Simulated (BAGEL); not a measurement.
**BGeSiH4F (SMILES F[SiH]1[BH][GeH2]1): a chain of runs**

Wanted: a single-point energy (HF/6-31G*), then a single-point energy (NEVPT2(2,2)/6-31G*), then the energy (CASPT2(2,2)/6-31G*) of BGeSiH4F. 

Program for the calculation: BAGEL 1.2.2.

2 further runs of the same task are left out: 2 set aside as unsound or not needed.

**1. The structure to begin with**

BGeSiH4F has 8 atoms, charge 0, and is taken as a singlet. As SMILES, `F[SiH]1[BH][GeH2]1`. The B3–H6 distance was set to 2.255 Å, away from the relaxed value. At this shape a bond of the SMILES string is far longer than usual.

Bond lengths: F1–Si2 1.593 Å, Si2–B3 1.853 Å, B3–Ge4 1.921 Å, Si2–H5 1.480 Å, Ge4–H7 1.537 Å, Ge4–H8 1.538 Å. Angles: F1–Si2–B3 128.9°, Si2–B3–Ge4 100.3°, F1–Si2–H5 105.5°, B3–Si2–H5 125.6°, B3–Ge4–H7 123.7°, B3–Ge4–H8 127.8°, H7–Ge4–H8 108.5°. A long bond or contact: Si2–Ge4 2.898 Å.

**2. A single-point energy at HF/6-31G(d) (density fitting with svp-jkfit, spherical functions) (run 1)**

hf.json

```json
{ "bagel": [

{
  "title": "molecule",
  "basis": "6-31gs.json",
  "df_basis": "svp-jkfit",
  "angstrom": "false",
  "geometry": [
    { "atom": "F", "xyz": [    -4.63891292,    -1.10917475,     3.63897568 ] },
    { "atom": "Si", "xyz": [    -1.71361688,    -1.21329866,     2.93410783 ] },
    { "atom": "B", "xyz": [    -0.09960179,    -0.03826695,     0.05643289 ] },
    { "atom": "Ge", "xyz": [     3.33421955,    -0.93021768,     0.82876396 ] },
    { "atom": "H", "xyz": [    -0.46979914,    -2.47639160,     5.09784425 ] },
    { "atom": "H", "xyz": [    -1.48551371,     1.91637126,    -3.46651360 ] },
    { "atom": "H", "xyz": [     4.13999877,    -2.26549816,     3.27973874 ] },
    { "atom": "H", "xyz": [     5.70261330,    -0.47271499,    -0.79375489 ] }
  ]
},

{
  "title": "hf",
  "charge": 0
},

{
  "title": "print",
  "file": "orbitals.molden",
  "orbitals": "true"
}

]}
```

The basis set 6-31G* is read from a file made from the Basis Set Exchange's data (not shown).

The run is started by

```sh
BAGEL_NUM_THREADS=1 BAGEL hf.json > hf.out
```

The program printed:

```text
* using 1 threads per process

  ===============================================================
  ===============================================================

  *** Geometry ***

  { "atom" : "F", "xyz" : [     -4.638913,     -1.109175,      3.638976 ] },
  { "atom" : "Si", "xyz" : [     -1.713617,     -1.213299,      2.934108 ] },
  { "atom" : "B", "xyz" : [     -0.099602,     -0.038267,      0.056433 ] },
  { "atom" : "Ge", "xyz" : [      3.334220,     -0.930218,      0.828764 ] },
  { "atom" : "H", "xyz" : [     -0.469799,     -2.476392,      5.097844 ] },
  { "atom" : "H", "xyz" : [     -1.485514,      1.916371,     -3.466514 ] },
  { "atom" : "H", "xyz" : [      4.139999,     -2.265498,      3.279739 ] },
  { "atom" : "H", "xyz" : [      5.702613,     -0.472715,     -0.793755 ] },

  Number of auxiliary basis functions:      618

  Since a DF basis is specified, we compute 2- and 3-index integrals:
    o Being stored without compression. Storage requirement is 0.037 GB

  Number of basis functions:       86
  Number of electrons      :       64

    * METHOD: MOLECULE                             0.37

  *** RHF ***

  === Nuclear Repulsion ===
   281.8538560319

      * DIIS with orbital gradients will be used.

  === RHF iteration (6-31gs.json) ===
      0      -2490.09561001          0.01527917           0.11
      1      -2490.20660477          0.00934433           0.10
      2      -2490.25502753          0.00145462           0.10
      3      -2490.25740694          0.00040375           0.10
      4      -2490.25754359          0.00011187           0.10
      5      -2490.25756004          0.00004139           0.10
      6      -2490.25756260          0.00001894           0.10
      7      -2490.25756351          0.00000689           0.10
      8      -2490.25756362          0.00000273           0.10
      9      -2490.25756363          0.00000113           0.10
     10      -2490.25756363          0.00000041           0.10
     11      -2490.25756363          0.00000019           0.10
     12      -2490.25756363          0.00000006           0.10
     13      -2490.25756363          0.00000003           0.10
     14      -2490.25756363          0.00000001           0.10
     15      -2490.25756363          0.00000001           0.10
    * SCF iteration converged.

    * Permanent dipole moment:
           (   -0.957662,     0.658970,    -1.038930) a.u.

    * METHOD: HF                                   1.91

    * METHOD: PRINT                                0.01

  ===============================================================
```

It took 2.5 s on 1 thread of Arm Neoverse V2, shared host; peak memory 0.17 GiB.

**3. A single-point energy at NEVPT2(2,2)/6-31G(d) (density fitting with svp-jkfit, spherical functions) (run 2)**

nevpt2.json

```json
{ "bagel": [

{
  "title": "molecule",
  "basis": "6-31gs.json",
  "df_basis": "svp-jkfit",
  "geometry": [
    { "atom": "F", "xyz": [ -4.63891292, -1.10917475,  3.63897568 ] },
    { "atom": "Si", "xyz": [ -1.71361688, -1.21329866,  2.93410783 ] },
    { "atom": "B", "xyz": [ -0.09960179, -0.03826695,  0.05643289 ] },
    { "atom": "Ge", "xyz": [  3.33421955, -0.93021768,  0.82876396 ] },
    { "atom": "H", "xyz": [ -0.46979914, -2.47639160,  5.09784425 ] },
    { "atom": "H", "xyz": [ -1.48551371,  1.91637126, -3.46651360 ] },
    { "atom": "H", "xyz": [  4.13999877, -2.26549816,  3.27973874 ] },
    { "atom": "H", "xyz": [  5.70261330, -0.47271499, -0.79375489 ] }
  ]
},
{ "title": "hf" },
{ "title": "casscf", "nstate": 1, "nact": 2, "nclosed": 31, "active": [31, 34], "maxiter": 200, "natocc": true },
{ "title": "nevpt2", "nstate": 1, "nact": 2, "nclosed": 31, "active": [31, 34], "maxiter": 200, "natocc": true, "ncore": 16 },
{ "title": "print", "file": "orbitals.molden", "orbitals": true }

]}
```

The basis set 6-31G* is read from a file made from the Basis Set Exchange's data (not shown).

The run is started by

```sh
BAGEL_NUM_THREADS=1 BAGEL nevpt2.json > nevpt2.out
```

The program printed:

```text
* using 1 threads per process

  ===============================================================
  ===============================================================

  *** Geometry ***

  { "atom" : "F", "xyz" : [     -4.638913,     -1.109175,      3.638976 ] },
  { "atom" : "Si", "xyz" : [     -1.713617,     -1.213299,      2.934108 ] },
  { "atom" : "B", "xyz" : [     -0.099602,     -0.038267,      0.056433 ] },
[... 4 lines of this table left out ...]
  { "atom" : "H", "xyz" : [      5.702613,     -0.472715,     -0.793755 ] },

  Number of auxiliary basis functions:      618

  Since a DF basis is specified, we compute 2- and 3-index integrals:
    o Being stored without compression. Storage requirement is 0.037 GB

[... 18 lines left out ...]
    * SCF iteration converged.
[... 1 line left out ...]
    * Permanent dipole moment:
[... 27 lines left out ...]
    * Second-order optimization converged. *
[... 1 line left out ...]
     guess   0:   closed 1.                   open ..

  === FCI iteration ===

      0  0     -2490.25372873     7.64e-02      0.00
      1  0     -2490.30786702     6.77e-03      0.00
      2  0 *   -2490.30835055     5.27e-16      0.00

     * ci vector, state   0, <S^2> = 0.0000
       2.     0.9415715461
       .2    -0.3368130394

    * METHOD: CASSCF                               5.29

    * freezing 16 orbitals

  === DF-NEVPT2 calculation ===

    * 3-index integral transformation done
    * assembly done

      NEVPT2 correlation energy:   -0.5707956936      0.16

          (+0)     -0.5353022650
          (+0)'    -0.0082416731
          (+1)     -0.0061512852
          (+1)'    -0.0000000000
          (+2)     -0.0001766319
          (-1)     -0.0198517524
          (-1)'     0.0000000000
          (-2)     -0.0010720861

      NEVPT2 total energy:       -2490.8791462438

    * METHOD: NEVPT2                               0.34

    * METHOD: PRINT                                0.01

  ===============================================================
```

It took 8.1 s on 1 thread of Arm Neoverse V2, shared host; peak memory 0.17 GiB.

**4. A single-point energy at CASPT2(2,2)/6-31G(d) (density fitting with svp-jkfit, spherical functions) (run 3)**

input.json

```json
{ "bagel": [

{
  "title": "molecule",
  "basis": "6-31gs.json",
  "df_basis": "svp-jkfit",
  "geometry": [
    { "atom": "F", "xyz": [ -4.63891292, -1.10917475,  3.63897568 ] },
    { "atom": "Si", "xyz": [ -1.71361688, -1.21329866,  2.93410783 ] },
    { "atom": "B", "xyz": [ -0.09960179, -0.03826695,  0.05643289 ] },
    { "atom": "Ge", "xyz": [  3.33421955, -0.93021768,  0.82876396 ] },
    { "atom": "H", "xyz": [ -0.46979914, -2.47639160,  5.09784425 ] },
    { "atom": "H", "xyz": [ -1.48551371,  1.91637126, -3.46651360 ] },
    { "atom": "H", "xyz": [  4.13999877, -2.26549816,  3.27973874 ] },
    { "atom": "H", "xyz": [  5.70261330, -0.47271499, -0.79375489 ] }
  ]
},
{
  "title": "hf"
},
{
  "title": "casscf",
  "nstate": 1,
  "nact": 2,
  "nclosed": 31,
  "active": [31, 34],
  "maxiter": 200,
  "natocc": true
},
{
  "title": "print",
  "file": "orbitals.molden",
  "orbitals": true
},
{
  "title": "smith",
  "method": "caspt2",
  "ms": true,
  "xms": true,
  "sssr": true,
  "shift": 0.2,
  "shift_imag": true,
  "ncore": 16
}

]}
```

The basis set 6-31G* is read from a file made from the Basis Set Exchange's data (not shown).

The run is started by

```sh
BAGEL_NUM_THREADS=1 BAGEL input.json > input.out
```

The program printed:

```text
* using 1 threads per process

  ===============================================================
  ===============================================================

  *** Geometry ***

  { "atom" : "F", "xyz" : [     -4.638913,     -1.109175,      3.638976 ] },
  { "atom" : "Si", "xyz" : [     -1.713617,     -1.213299,      2.934108 ] },
  { "atom" : "B", "xyz" : [     -0.099602,     -0.038267,      0.056433 ] },
[... 4 lines of this table left out ...]
  { "atom" : "H", "xyz" : [      5.702613,     -0.472715,     -0.793755 ] },

  Number of auxiliary basis functions:      618

  Since a DF basis is specified, we compute 2- and 3-index integrals:
    o Being stored without compression. Storage requirement is 0.037 GB

[... 18 lines left out ...]
    * SCF iteration converged.
[... 1 line left out ...]
    * Permanent dipole moment:
[... 27 lines left out ...]
    * Second-order optimization converged. *
[... 9 lines left out ...]
     * ci vector, state   0, <S^2> = 0.0000
[... 16 lines left out ...]
    * Zeroth order energy : state  0       -0.5350528827
[... 4 lines left out ...]
       #      aibj      arbs      arbi      airj      risj      airs      arst      rist         Etot      error   time
[... 2 lines left out ...]
       0  -0.53243  -0.00140  -0.02098  -0.00693  -0.00030  -0.00766  -0.00000  -0.00000   -0.5697046  0.0006536   0.08
       1  -0.53249  -0.00141  -0.02102  -0.00700  -0.00032  -0.00779  -0.00000  -0.00000   -0.5700374  0.0000952   0.07
       2  -0.53250  -0.00141  -0.02103  -0.00700  -0.00032  -0.00779  -0.00000  -0.00000   -0.5700452  0.0000139   0.07
       3  -0.53250  -0.00141  -0.02103  -0.00700  -0.00032  -0.00779   0.00000   0.00000   -0.5700453  0.0000021   0.07
       4  -0.53250  -0.00141  -0.02103  -0.00700  -0.00032  -0.00779  -0.00000  -0.00000   -0.5700453  0.0000003   0.08

      ------------------------------------------------------------------------------------------------------------------

    * CASPT2 energy : state  0    -2490.8825133112
        w/o shift correction      -2490.8783958759
        reference weight              0.8418236112

    * METHOD: SMITH                                0.65

  ===============================================================
```

Run time: 8.4 s. Hardware: 1 thread of Arm Neoverse V2, shared host; peak memory 0.22 GiB.

**5. What came out**

| quantity | value |
| --- | --- |
| run 1, HF/6-31G*: total energy | -2490.25756 Eh |
| run 1, HF/6-31G*: dipole moment | 3.96 D |
| run 1, HF/6-31G*: HOMO energy | -8.21 eV |
| run 1, HF/6-31G*: LUMO energy | 0.14 eV |
| run 1, HF/6-31G*: HOMO–LUMO gap | 8.36 eV |
| run 2, NEVPT2(2,2)/6-31G*: total energy | -2490.87915 Eh |
| run 3, CASPT2(2,2)/6-31G*: total energy | -2490.88251 Eh |
